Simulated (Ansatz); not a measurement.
# C₂H₉GaS: small, medium and large basis sets

The task here is to estimate one member of a computed series from the others.

Program: Ansatz 0.2.0, Gaussian basis. Level of theory: one geometry, several basis sets. These are calculated values, not measurements.

Levels to be run: PBE0-D4/def2-SVP; ωB97M-V/def2-SVP; PBE0-D4/def2-QZVPP; ωB97M-V/def2-QZVPP; the functionals' def2-TZVPP values are taken from earlier runs.

### The geometry

All runs share one geometry, relaxed beforehand with PBE0-D4 in a triple-zeta def2 set.

SMILES `[CH3][GaH-]([CH3])[SH2+]`, 13 atoms, charge 0, spin multiplicity 1.

Atoms are counted from 1 here; the program's logs count them from 0.

Bond lengths: C1–Ga2 1.986 Å, C1–H5 1.093 Å, C1–H6 1.093 Å, C1–H7 1.094 Å, Ga2–C3 1.984 Å, Ga2–S4 2.661 Å, Ga2–H8 1.585 Å, C3–H9 1.094 Å, C3–H10 1.093 Å, C3–H11 1.092 Å, S4–H12 1.344 Å, S4–H13 1.343 Å. Angles: Ga2–C1–H5 112.3°, Ga2–C1–H6 111.9°, Ga2–C1–H7 109.5°, H5–C1–H6 108.6°, H5–C1–H7 107.1°, H6–C1–H7 107.2°, C1–Ga2–C3 119.3°, C1–Ga2–S4 98.1°, C1–Ga2–H8 118.5°, C3–Ga2–S4 96.9°, C3–Ga2–H8 119.1°, S4–Ga2–H8 92.7°, Ga2–C3–H9 109.4°, Ga2–C3–H10 112.0°, Ga2–C3–H11 112.1°, H9–C3–H10 107.2°, H9–C3–H11 107.3°, H10–C3–H11 108.6° and more.

Coordinates:

```
C    -0.5046    1.6005   -0.5663
Ga   -0.1602   -0.3532   -0.6696
C     1.6732   -1.0333   -0.3361
S    -1.1885   -1.0399    1.6866
H    -1.5667    1.8297   -0.4519
H     0.0436    2.0678    0.2561
H    -0.1694    2.0800   -1.4913
H    -1.1870   -1.2609   -1.4652
H     2.2786   -0.9032   -1.2383
H     2.1720   -0.4883    0.4693
H     1.6784   -2.0978   -0.0923
H    -0.6852   -0.0216    2.4043
H    -2.3636   -0.4144    1.5094
```

The first run:

Input file in.yaml:

```yaml
crystal:
  periodic: [false, false, false]
  atoms:
    - {symbol: C, position_ang: [-0.504569, 1.600537, -0.566335]}
    - {symbol: Ga, position_ang: [-0.160222, -0.353161, -0.669572]}
    - {symbol: C, position_ang: [1.673158, -1.033325, -0.336092]}
    - {symbol: S, position_ang: [-1.188454, -1.039933, 1.686637]}
    - {symbol: H, position_ang: [-1.566708, 1.829677, -0.451918]}
    - {symbol: H, position_ang: [0.043566, 2.067777, 0.256066]}
    - {symbol: H, position_ang: [-0.169383, 2.079975, -1.491309]}
    - {symbol: H, position_ang: [-1.187050, -1.260914, -1.465178]}
    - {symbol: H, position_ang: [2.278554, -0.903163, -1.238317]}
    - {symbol: H, position_ang: [2.171967, -0.488324, 0.469342]}
    - {symbol: H, position_ang: [1.678365, -2.097800, -0.092273]}
    - {symbol: H, position_ang: [-0.685249, -0.021611, 2.404299]}
    - {symbol: H, position_ang: [-2.363574, -0.414434, 1.509449]}
basis:
  gaussian: {orbitals: def2-SVP}
hamiltonian: {xc: pbe0, dispersion: d4}
output: {orbitals: {seedname: orbitals}}
```

Steps of the session up to this table: PBE0-D4 in def2-SVP; ωB97M-V in def2-SVP; PBE0-D4 in def2-QZVPP; ωB97M-V in def2-QZVPP.

One of the session's tables, all rows but one given; the rest of the session is left out.

It belongs to the step «Functionals by basis». 

| functional | basis | HOMO (eV) | LUMO (eV) |
| --- | --- | --- | --- |
| PBE0-D4 | def2-SVP | -7.14 | 0.17 |
| PBE0-D4 | def2-TZVPP | ? | ? |
| PBE0-D4 | def2-QZVPP | -7.22 | -0.39 |
| ωB97M-V | def2-SVP | -9.36 | 2.11 |
| ωB97M-V | def2-TZVPP | -9.44 | 1.60 |
| ωB97M-V | def2-QZVPP | -9.45 | 1.05 |

Q: Estimate the row for PBE0-D4, def2-TZVPP from the others.

As computed: HOMO (eV): -7.21; LUMO (eV): -0.31. In the column «HOMO (eV)» it lies between PBE0-D4, def2-QZVPP (-7.22) and PBE0-D4, def2-SVP (-7.14).
